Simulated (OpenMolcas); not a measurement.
**Rh⁴⁺ among point charges: CASSCF and CASPT2 levels and susceptibility**

How does a field of 6 point charges split the states of Rh⁴⁺, and what χT follows?

Program: OpenMolcas 26.06. Level of theory: state-averaged CASSCF and CASPT2, spin-orbit coupling by RASSI with atomic mean-field integrals. These are calculated values, not measurements, unless marked.

### 1 What is computed

* Species: Rh⁴⁺ (rhodium, Z = 45, 41 electrons)
* Basis: ANO-RCC-VTZP [7s6p4d2f1g], 68 functions
* Scalar Hamiltonian: DKH2, point nucleus
* Inactive shells: 1s 2s 2p 3s 3p 3d 4s 4p
* Active space: 5 electrons in 5 orbitals (4d)
* Some configurations of this space: 4d⁵
* Orbitals: optimised for each spin and parity, averaged over all roots

Outer shells as boxes (Hund's rule):

4d5
```
4d [↑ ][↑ ][↑ ][↑ ][↑ ]
```

The ion sits among 6 point charges of -1 e arranged as an octahedron (Oh), 2.12 Å from the ion.

The work runs as a chain of OpenMolcas steps in one folder; each step below is one input file. Labels, J, g values, rates, χT and fits are worked out afterwards by a script from the matrices that RASSI stores. The input lists half of the charges; inversion (Group=XYZ) makes the rest.

### 2 One- and two-electron integrals

Contents of a.inp:

```
&GATEWAY
Coord
1

Rh 0.0 0.0 0.0
Basis=ANO-RCC-VTZP
Group=XYZ
NoMove
AngMom=0.0 0.0 0.0
AMFI
XField
3 Angstrom 0
2.120000 0.000000 0.000000 -1.000000
0.000000 2.120000 0.000000 -1.000000
0.000000 0.000000 2.120000 -1.000000
&SEWARD
```

The run is started by

```sh
$ OMP_NUM_THREADS=1 MOLCAS_MEM=1689 MOLCAS_PROJECT=a pymolcas a.inp > a.log
```

### 3 CASSCF: sextets of even parity, 1 root

Contents of a.inp:

```
&RASSCF
FileOrb=start.orb
Symmetry=1
Spin=6
nActEl=5 0 0
Inactive=9 9
Ras2=5 0
CIRoot=1 1 1
SDav=1
CIMx=300
Iter=120 100
PrWF=0.3
OrbListing=Nothing
MaxOrb=0
>>> COPY $Project.JobIph JOB001
```

start.orb holds the contracted functions of the basis, ordered by shell, or the orbitals of the step before.

### 4 Reference wave functions, quartets of even parity, 24 roots

Contents of a.inp:

```
&RASSCF
FileOrb=start.orb
Symmetry=1
Spin=4
nActEl=5 0 0
Inactive=9 9
Ras2=5 0
CIRoot=24 24 1
SDav=24
CIMx=300
Iter=120 100
PrWF=0.3
OrbListing=Nothing
MaxOrb=0
>>> COPY $Project.JobIph JOB002
```

### 5 CASSCF: doublets of even parity, 75 roots

Contents of a.inp:

```
&RASSCF
FileOrb=start.orb
Symmetry=1
Spin=2
nActEl=5 0 0
Inactive=9 9
Ras2=5 0
CIRoot=75 75 1
SDav=75
CIMx=300
Iter=120 100
PrWF=0.3
OrbListing=Nothing
MaxOrb=0
>>> COPY $Project.JobIph JOB003
```

### 6 RASSI: spin-orbit coupling between the states

Contents of a.inp:

```
&RASSI
NrOfJobIphs=3 1 24 75
1
1 2 3 4 5 6 7 8 9 10 11 12 13 14 15 16 17 18 19 20 21 22 23 24
1 2 3 4 5 6 7 8 9 10 11 12 13 14 15 16 17 18 19 20 21 22 23 24 25 26 27
28 29 30 31 32 33 34 35 36 37 38 39 40 41 42 43 44 45 46 47 48 49 50 51
52 53 54 55 56 57 58 59 60 61 62 63 64 65 66 67 68 69 70 71 72 73 74 75
IphNames
JOB001
JOB002
JOB003
EJob
SpinOrbit
DIPRint=1.0
SOCoupling=1000.0
Subsets=2
Property=9
'ANGMOM' 1 'ANGMOM' 2 'ANGMOM' 3 'MLTPL  1' 1 'MLTPL  1' 2 'MLTPL  1' 3
'AMFI' 1 'AMFI' 2 'AMFI' 3
SOProperty=3
'ANGMOM' 1 'ANGMOM' 2 'ANGMOM' 3
```

### 7 CASPT2: IPEA 0.25, imaginary shift 0.1 (closed shells correlated: 4s 4p)

Contents of a.inp:

```
>>> COPY JOB001 $Project.JobIph
&CASPT2
Multistate=1 1
Frozen=8 6
IPEA=0.25
Imaginary=0.1
MaxIter=60
WThr=0.0 0.3 0.05
PrWF=0.5
NoMix
>>> COPY JOB002 $Project.JobIph
&CASPT2
Multistate=24 1 2 3 4 5 6 7 8 9 10 11 12 13 14 15 16 17 18 19 20 21 22
23 24
NoMult
Frozen=8 6
IPEA=0.25
Imaginary=0.1
MaxIter=60
WThr=0.0 0.3 0.05
PrWF=0.5
NoMix
>>> COPY JOB003 $Project.JobIph
&CASPT2
Multistate=75 1 2 3 4 5 6 7 8 9 10 11 12 13 14 15 16 17 18 19 20 21 22
23 24 25 26 27 28 29 30 31 32 33 34 35 36 37 38 39 40 41 42 43 44 45 46
47 48 49 50 51 52 53 54 55 56 57 58 59 60 61 62 63 64 65 66 67 68 69 70
71 72 73 74 75
NoMult
Frozen=8 6
IPEA=0.25
Imaginary=0.1
MaxIter=60
WThr=0.0 0.3 0.05
PrWF=0.5
NoMix
```

(Steps that only read results are left out.)

**Question.** What will these runs give? Wanted: spin-free ground state; lowest level; next level.

As calculated:

```
                 quantity                                                                        value
                   method  SS-CASPT2, IPEA 0.25, imaginary shift 0.1 (closed shells correlated: 4s 4p)
   spin-free ground state                                              6A1, 1-fold in its orbital part
             lowest level                                              2-fold Γ7, g = 3.33, 3.33, 3.33
               next level                                                                     0.1 cm⁻¹
              χT at 300 K                                                               4.37 cm³ K/mol
effective moment at 300 K                                                                      5.91 μB
```

Cost by method:

| method | time of its own steps | time with the reference |
| --- | --- | --- |
| A. CASSCF | 27 s | 27 s |
| B. SS-CASPT2, IPEA 0.25, imaginary shift 0.1, +4s 4p | 15 s | 41 s |

Times are of one thread on a shared host.

What this shows: The spin-free ground state (6A1) comes to 100 % from free-ion S terms and keeps the highest spin of the shell. χT at 300 K is 4.37, against 4.39 cm³ K/mol for the spin alone, as a half-filled shell (L = 0) has no orbital moment. An active space of the d shell alone favours high spin; real ions in strong fields can be low spin. A ligand-field fit to the states below 45000 cm-1 gives 10Dq = 2079 cm-1, B = 786 cm-1 and C = 3787 cm-1 (C/B = 4.82), with a deviation of 487 cm-1. CASPT2 does not keep the components of a term degenerate, and the means are used. The field of point charges can differ much from that of real complexes. With metal d orbitals alone active, the gaps between spin states are rough; where two lie within a few thousand cm-1, their order is open. Point charges carry no covalency, so the field is a model and not that of real ligands.
